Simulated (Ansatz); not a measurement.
# SeS2 (triplet): the correlation ladder, cc-pVDZ

An exercise on one series of results from a longer session: the logs are not shown, and one member is left open.

Program: Ansatz 0.2.0, Gaussian basis. Level of theory: cc-pVDZ, core rule «outside noble gas», up to 24 orbitals frozen. These are calculated values, not measurements.

The runs, in order: UHF; CCSD(T) on ROHF; CCSD(T) on UHF; BCCD(T) on ROHF; CISD as a restricted active space (open shells left free, so some higher excitations enter); CCSDT(Q) on ROHF; CCSDT(Q) on UHF; CASSCF and MRCISD+Q, 12 electrons in 9 orbitals; CASSCF and NEVPT2, 12 electrons in 9 orbitals.

14 further runs of the same task are left out: 6 that didn't finish, 8 set aside as unsound or not needed. Runs told in other sessions of the task aren't counted.

### The system

The geometry is a PBE0/def2-TZVP stationary point (not a proven minimum) of the parent state, kept for this charge and spin. No spin-orbit coupling is included. The filled d shell of Se may be among the frozen orbitals whatever the setting's name suggests.

3 atoms, charge 0, spin multiplicity 3.

Atoms are counted from 1 here; the program's logs count them from 0.

Bond lengths: Se1–S2 2.044 Å, Se1–S3 2.044 Å. Angles: S2–Se1–S3 115.3°.

As a file:

```csv
atom,x (Å),y (Å),z (Å)
Se1,0.0000,-0.4901,0.0000
S2,0.0000,0.6034,-1.7265
S3,0.0000,0.6034,1.7265
```

Set-up of the first run:

in.yaml

```yaml
crystal:
  periodic: [false, false, false]
  atoms:
    - {symbol: Se, position_ang: [0.000000, -0.490099, 0.000000]}
    - {symbol: S, position_ang: [0.000000, 0.603433, -1.726536]}
    - {symbol: S, position_ang: [0.000000, 0.603433, 1.726536]}
basis:
  gaussian: {orbitals: cc-pVDZ}
magnetization: {spin_polarized: true, initial_magnetization: 2}
hamiltonian: {xc: hf}
output: {orbitals: {seedname: orbitals}}
```

The run is started by

```sh
> ansatz run in.yaml --threads 1 --pin off --events-out ev --progress --plain --max-ram 2393MiB
```

Steps of the session up to this table: UHF; CCSD(T) on ROHF; CCSD(T) on UHF; BCCD(T) on ROHF; CISD as a restricted active space (open shells left free, so some higher excitations enter); CCSDT(Q) on ROHF; CCSDT(Q) on UHF; CASSCF and MRCISD+Q, 12 electrons in 9 orbitals; CASSCF and NEVPT2, 12 electrons in 9 orbitals.

One of the session's tables, all rows but one given; the rest of the session is left out.

| method | from UCCSDT(Q) (meV) |
| --- | --- |
| ROHF | +10544.8 |
| UHF | +10304.2 |
| RMP2 | +1402.8 |
| UMP2 | +1456.9 |
| CISD | ? |
| RCCSD | +410.0 |
| UCCSD | +403.2 |
| RCCSD(T) | +69.1 |
| UCCSD(T) | +69.6 |
| BCCD(T) | +65.4 |
| RCCSDT | +33.6 |
| UCCSDT | +32.5 |
| RCCSDT(Q) | +2.4 |
| UCCSDT(Q) | 0 |
| CASSCF valence | +9310.6 |
| NEVPT2 valence | +1438.2 |
| MRCISD valence | +1218.4 |
| MRCISD+Q valence | +141.9 |

Q: Estimate the row for CISD from the others.

**Answer.** from UCCSDT(Q) (meV): +1654.1. In the column «from UCCSDT(Q) (meV)» it lies between UMP2 (+1456.9) and CASSCF valence (+9310.6).

Limits of these values: Restricted and unrestricted rows rest on different reference determinants; a gap between their highest levels can come from leftover correlation error, from unlike frozen cores or from another state.
